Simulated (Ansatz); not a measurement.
Below is the output of a Python script on the Ansatz DFT code, driven from Python that makes a comparison of functionals at one structure of Cu, space group Cmcm. Write a script that gives it. Level of theory (first run): LDA, PAW, cutoff 530 eV, 14×14×13 k-points, Gaussian smearing of 0.1 eV. The script varies functional: lda, pbesol, blyp.

```
Cu
1.0
     1.21846   -3.97638    0.00000
     1.21846    3.97638    0.00000
     0.00000    0.00000    2.47550
Cu
2
Direct
  0.13387 0.86613 0.25000
  0.86613 0.13387 0.75000
```

`python xc.py` gives:
```text
  functional   F/atom (eV)    iterations      k-points
         lda   -6555.54817             6           399
      pbesol   -6588.61642             6           399
        blyp   -6634.03768             7           399
```

The script that was run (others could print the same):

`xc.py`:
```python
# -*- coding: utf-8 -*-
import ansatz
from ase import Atoms

atoms = Atoms(
    ["Cu", "Cu"],
    scaled_positions=[
        (0.13387, 0.86613, 0.25),
        (0.86613, 0.13387, 0.75),
    ],
    cell=[
        (1.21846, -3.97638, 0.0),
        (1.21846, 3.97638, 0.0),
        (0.0, 0.0, 2.4755),
    ],
    pbc=True,
)
cu = ansatz.Crystal.from_ase(atoms)

setup = (
    cu.calculation()
    .basis(530)
    .kpoints(14, 14, 13)
    .occupations("gaussian", width=0.1)
    .pseudopotentials("paw")
)

rows = []
for value in ["lda", "pbesol", "blyp"]:
    rep = setup.functional(value).run().report
    rows.append((value, rep["free_energy_ev"] / len(rep["lattice"]["sites"]), rep["n_iterations"], rep["n_kpoints"]))

print("  functional   F/atom (eV)    iterations      k-points")
for row in rows:
    print(f"{str(row[0]):>12s}  {row[1]:12.5f}  {row[2]:12d}  {row[3]:12d}")
```

Reading the output:
- BLYP can be off by several per cent in the lattices of metals, and by several GPa in the pressure at a fixed cell.
- This isn't the structure that Cu takes at ambient conditions.
- Total energies of different functionals can't be compared; pressures, moments and gaps at this one structure can.
- Wall time of the script: 32 s on 1 thread of Intel(R) Xeon(R) Processor @ 2.30GHz, with other jobs on the host, peak memory 0.68 GiB.
